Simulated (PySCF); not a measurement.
**CH6BCl2P (SMILES C[B-]([PH3+])(Cl)Cl) at 6 levels**

Aim: a comparison of 6 runs (HF/STO-3G, HF/def2-SVP, B3LYP/6-31G*, BLYP/cc-pVDZ, PBE0/def2-SVP, TPSS/cc-pVDZ) of CH6BCl2P. Input form: a Python script.

The calculation is run with PySCF 2.14.0.

## Step 1: The system as given

The species is CH6BCl2P (11 atoms), meant as a singlet with charge 0. SMILES: `C[B-]([PH3+])(Cl)Cl`. Geometry: relaxed at PBE0-D4/def2-TZVP.

Bond lengths: C1–B2 1.584 Å, B2–P3 1.997 Å, B2–Cl4 1.850 Å, B2–Cl5 1.850 Å, C1–H6 1.094 Å, C1–H7 1.094 Å, C1–H8 1.094 Å, P3–H9 1.408 Å, P3–H10 1.402 Å, P3–H11 1.408 Å. Some angles: C1–B2–P3 111.6°, C1–B2–Cl4 114.6°, C1–B2–Cl5 114.6°, P3–B2–Cl4 100.6°, P3–B2–Cl5 100.6°, Cl4–B2–Cl5 113.0°, B2–C1–H6 112.5°, B2–C1–H7 108.3°, B2–C1–H8 112.5°, B2–P3–H9 117.8°.

## Step 2: Energy and gradient at HF/STO-3G (run 1)

input.xyz

```xyz
11
CH6BCl2P
C     -1.451800     0.294300     0.418000
B     -0.195000     0.447300    -0.534000
P      1.355300    -0.629900     0.117900
Cl    -0.419500    -0.266400    -2.226100
Cl     0.551100     2.140000    -0.558000
H     -1.254100     0.650000     1.433000
H     -2.266100     0.903200     0.013900
H     -1.813600    -0.736400     0.471500
H      1.882000    -0.321000     1.386600
H      2.482600    -0.512500    -0.708000
H      1.194300    -2.025800     0.205800
```

input.py

```python
import pyscf.grad
from pyscf import gto

molecule = gto.M(
    atom='input.xyz',
    charge=0,
    verbose=4,
    basis='sto-3g',
    spin=0,
    max_memory=1860,
)

mf = molecule.RHF()
mf.conv_tol = 1e-10
mf.kernel()
if not mf.converged:
    mf = mf.newton().run(mf.mo_coeff, mf.mo_occ)

e_final = mf.e_tot
print('Final energy', e_final)
grad = mf.Gradients().kernel()
mf.analyze()
```

Run with:

```sh
$ OMP_NUM_THREADS=1 python input.py
```

What it wrote:

```text
PySCF version 2.14.0

[... 80 lines left out ...]
Two-electron Energy =                  850.743142402622084
[... 10 lines left out ...]
MO #7   energy= -7.74237904527908  occ= 2
[... 8 lines left out ...]
MO #16  energy= -5.2604232861811   occ= 2
[... 8 lines left out ...]
MO #25  energy= -0.529794587213398 occ= 2
[... 8 lines left out ...]
MO #34  energy= 0.368545213308254  occ= 0
[... 8 lines left out ...]
MO #43  energy= 0.761251782648634  occ= 0
[... 57 lines left out ...]
Dipole moment(X, Y, Z, Debye):  3.84324, -4.60070,  4.40192
```

Wall time 7.2 s (1 thread of Intel Xeon at 2.50GHz (Skylake/Cascade Lake), shared host); peak memory 0.12 GiB.

## Step 3: Energy and forces at HF/def2-SVP (run 2)

Edit input.xyz of step 2 so:

```diff
@@ -1,3 +1,3 @@
 11
-CH6BCl2P
+
 C     -1.451800     0.294300     0.418000
```

calc.py

```python
import pyscf.grad
from pyscf import gto

molecule = gto.M(
    atom='input.xyz',
    verbose=4,
    basis='def2-svp',
    max_memory=1860,
    spin=0,
    charge=0,
)

mf = molecule.RHF()
mf.conv_tol = 1e-10
mf.kernel()
if not mf.converged:
    mf = mf.newton().run(mf.mo_coeff, mf.mo_occ)

etot = mf.e_tot
print(f'total energy: {etot:.8f} hartree')
grad = mf.Gradients().kernel()
mf.analyze()
```

Run with:

```sh
$ OMP_NUM_THREADS=1 python calc.py
```

What it wrote:

```text
PySCF version 2.14.0

[... 95 lines left out ...]
MO #7   energy= -7.98855112725523  occ= 2
[... 20 lines left out ...]
MO #28  energy= -0.495449983212937 occ= 2
[... 20 lines left out ...]
MO #49  energy= 0.557554681035664  occ= 0
[... 20 lines left out ...]
MO #70  energy= 1.0788447219904    occ= 0
[... 20 lines left out ...]
MO #91  energy= 1.78322519729586   occ= 0
[... 20 lines left out ...]
MO #112 energy= 3.32377402508893   occ= 0
[... 126 lines left out ...]
Dipole moment(X, Y, Z, Debye):  3.02866, -3.52161,  3.31919
```

It took 35 s on 1 thread of Intel Xeon at 2.50GHz (Skylake/Cascade Lake), shared host; peak memory 0.27 GiB.

Runs 3 to 4 aren't shown in full; the table further down has their settings and results.

## Step 4: Energy and forces at PBE0/def2-SVP (run 5)

calc.py

```python
# C[B-]([PH3+])(Cl)Cl
import pyscf.grad
from pyscf import gto, dft

system = gto.Mole()
system.atom = '''
C     -2.743504     0.556146     0.789906
B     -0.368497     0.845274    -1.009114
P      2.561146    -1.190338     0.222799
Cl    -0.792740    -0.503423    -4.206719
Cl     1.041428     4.044014    -1.054467
H     -2.369906     1.228322     2.707978
H     -4.282308     1.706801     0.026267
H     -3.427207    -1.391594     0.891006
H      3.556465    -0.606602     2.620294
H      4.691434    -0.968485    -1.337926
H      2.256900    -3.828207     0.388906
'''
system.spin = 0
system.basis = 'def2-svp'
system.unit = 'bohr'
system.max_memory = 1860
system.verbose = 3
system.build()

myscf = dft.RKS(system)
myscf.xc = 'pbe0'
myscf.grids.level = 5
myscf.conv_tol = 1e-10
myscf.kernel()
if not myscf.converged:
    myscf = myscf.newton().run(myscf.mo_coeff, myscf.mo_occ)

e_final = myscf.e_tot
print(f'total energy: {e_final:.8f} hartree')
grad = myscf.Gradients().kernel()
dip = myscf.dip_moment()
pop, q = myscf.mulliken_pop()
```

Run with:

```sh
$ OMP_NUM_THREADS=1 python calc.py
```

What it wrote:

```text
converged SCF energy = -1327.4430671599
total energy: -1327.44306716 hartree
[... 8 lines left out ...]
Dipole moment(X, Y, Z, Debye):  2.82229, -3.23211,  3.02159
[... 124 lines left out ...]
charge of   10H =      0.05273
```

Run time: 96 s. Hardware: 1 thread of Intel Xeon at 2.50GHz (Skylake/Cascade Lake), shared host; peak memory 1.1 GiB.

## Step 5: Energy and forces at TPSS/cc-pVDZ (run 6)

calc.py

```python
# C[B-]([PH3+])(Cl)Cl
import pyscf.grad
from pyscf import gto, dft

mol = gto.Mole()
mol.atom = '''
C   -1.451800   0.294300   0.418000
B   -0.195000   0.447300  -0.534000
P    1.355300  -0.629900   0.117900
Cl  -0.419500  -0.266400  -2.226100
Cl   0.551100   2.140000  -0.558000
H   -1.254100   0.650000   1.433000
H   -2.266100   0.903200   0.013900
H   -1.813600  -0.736400   0.471500
H    1.882000  -0.321000   1.386600
H    2.482600  -0.512500  -0.708000
H    1.194300  -2.025800   0.205800
'''
mol.verbose = 4
mol.basis = 'cc-pvdz'
mol.max_memory = 1860
mol.charge = 0
mol.build()

ks = dft.RKS(mol, xc='tpss')
ks.conv_tol = 1e-10
ks.grids.level = 5
ks.kernel()
if not ks.converged:
    ks = ks.newton().run(ks.mo_coeff, ks.mo_occ)

etot = ks.e_tot
print(f'total energy: {etot:.8f} hartree')
grad = ks.Gradients().kernel()
ks.analyze()
```

Run with:

```sh
$ OMP_NUM_THREADS=1 python calc.py
```

What it wrote:

```text
PySCF version 2.14.0

[... 111 lines left out ...]
MO #7   energy= -6.98478677760279  occ= 2
[... 20 lines left out ...]
MO #28  energy= -0.320362845568119 occ= 2
[... 20 lines left out ...]
MO #49  energy= 0.334166197963829  occ= 0
[... 20 lines left out ...]
MO #70  energy= 0.723353566601683  occ= 0
[... 20 lines left out ...]
MO #91  energy= 1.40204347252365   occ= 0
[... 20 lines left out ...]
MO #112 energy= 2.50816859297179   occ= 0
[... 126 lines left out ...]
Dipole moment(X, Y, Z, Debye):  2.67222, -3.19338,  3.05311
```

Wall time 2.8 min (1 thread of Intel Xeon at 2.50GHz (Skylake/Cascade Lake), shared host); peak memory 1.1 GiB.

## Step 6: All runs side by side

```tsv
run	level	integration grid	energy (Eh)	dipole moment (D)	HOMO energy (eV)	LUMO energy (eV)	wall time
1	HF/STO-3G	–	-1311.447135	7.44	-8.93	10.03	7.2 s
2	HF/def2-SVP	–	-1325.419256	5.71	-10.67	3.68	35 s
3	B3LYP/6-31G* (spherical functions)	5	-1328.381503	5.41	-7.43	-0.13	98 s
4	BLYP/cc-pVDZ	5	-1328.326398	5.01	-6.15	-0.64	2.1 min
5	PBE0/def2-SVP	5	-1327.443067	5.25	-7.57	0.20	96 s
6	TPSS/cc-pVDZ	5	-1328.489967	5.16	-6.45	-0.60	2.8 min
```

## Step 7: What came out

| quantity | value |
| --- | --- |
| run 6: total energy | -1328.48997 Eh |
| run 6: dipole moment | 5.16 D |
| run 6: HOMO energy | -6.45 eV |
| run 6: LUMO energy | -0.60 eV |
| run 6: HOMO–LUMO gap | 5.85 eV |
| run 6: largest force on an atom | 0.551 eV/Å |

The dipole moment (its size) runs from 5.01 D (BLYP/cc-pVDZ) to 7.44 D (HF/STO-3G). The two ends differ in method and basis. The HOMO–LUMO gap runs from 5.50 eV (BLYP/cc-pVDZ) to 18.96 eV (HF/STO-3G). Totals of different functionals can't be ranked against each other. In run 1 the basis is minimal, so the values are rough. All runs together took 8.8 min, the longest 2.8 min.
